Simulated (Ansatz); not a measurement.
Run this with Ansatz 0.2.0, Python API and show what comes out.

The script, `tacu3tese2s_disp.py`:
```python
"""D3 and D4 dispersion energy of TaCu3TeSe2S, with no SCF."""

import ansatz as az
import numpy as np

vectors0 = np.array([
    [4.0710278, -4.0793372, 0.0],
    [4.0710278, 4.0793372, 0.0],
    [-0.16426007, 0.0, 5.7641114],
])
sites = [
    ("Ta", [0.002832, 0.002832, 0.000651]),
    ("Cu", [0.012103, 0.012103, 0.501496]),
    ("Cu", [0.495031, 0.012066, 0.000495]),
    ("Cu", [0.012066, 0.495031, 0.000495]),
    ("Te", [0.732911, 0.732911, 0.728753]),
    ("Se", [0.759019, 0.251697, 0.247666]),
    ("Se", [0.251697, 0.759019, 0.247666]),
    ("S", [0.234342, 0.234342, 0.77278]),
]


def build(cell):
    crystal = az.Crystal(lattice=az.Lattice.of(cell))
    for symbol, position in sites:
        crystal = crystal.atom(symbol, position)
    return crystal

atoms = [(site[0], site[1]) for site in sites]
print("dispersion energy and pressure at linear scale factors", (0.98, 1.0, 1.02))
for functional in (az.Functional.PBE0, az.Functional.PBESOL):
    for method in ("d3bj", "d4"):
        damping = az.dispersion_damping(method=method, xc=functional)
        line = []
        for scale in (0.98, 1.0, 1.02):
            term = az.pairwise_dispersion(vectors=(vectors0 * scale).tolist(), atoms=atoms, damping=damping, periodic=(True, True, True))
            line.append(f"{term.energy_ev / len(atoms):.4f} eV/atom, {np.trace(term.stress_gpa) / 3:.2f} GPa")
        print(functional.value, method, "|", " | ".join(line))
print("charges of the D4 model in the last cell:", np.round(term.partial_charges_e, 3))
```

Output of `python tacu3tese2s_disp.py`:
```text
dispersion energy and pressure at linear scale factors (0.98, 1.0, 1.02)
pbe0 d3bj | -0.4114 eV/atom, -3.14 GPa | -0.3853 eV/atom, -2.80 GPa | -0.3612 eV/atom, -2.50 GPa
pbe0 d4 | -0.3450 eV/atom, -2.46 GPa | -0.3245 eV/atom, -2.21 GPa | -0.3053 eV/atom, -1.99 GPa
pbesol d3bj | -0.3487 eV/atom, -2.52 GPa | -0.3279 eV/atom, -2.23 GPa | -0.3087 eV/atom, -1.99 GPa
pbesol d4 | -0.2089 eV/atom, -1.39 GPa | -0.1974 eV/atom, -1.24 GPa | -0.1867 eV/atom, -1.11 GPa
charges of the D4 model in the last cell: [ 0.485  0.029  0.028  0.028  0.021 -0.169 -0.169 -0.253]
```

The structure comes from a database and needn't be a stable phase.
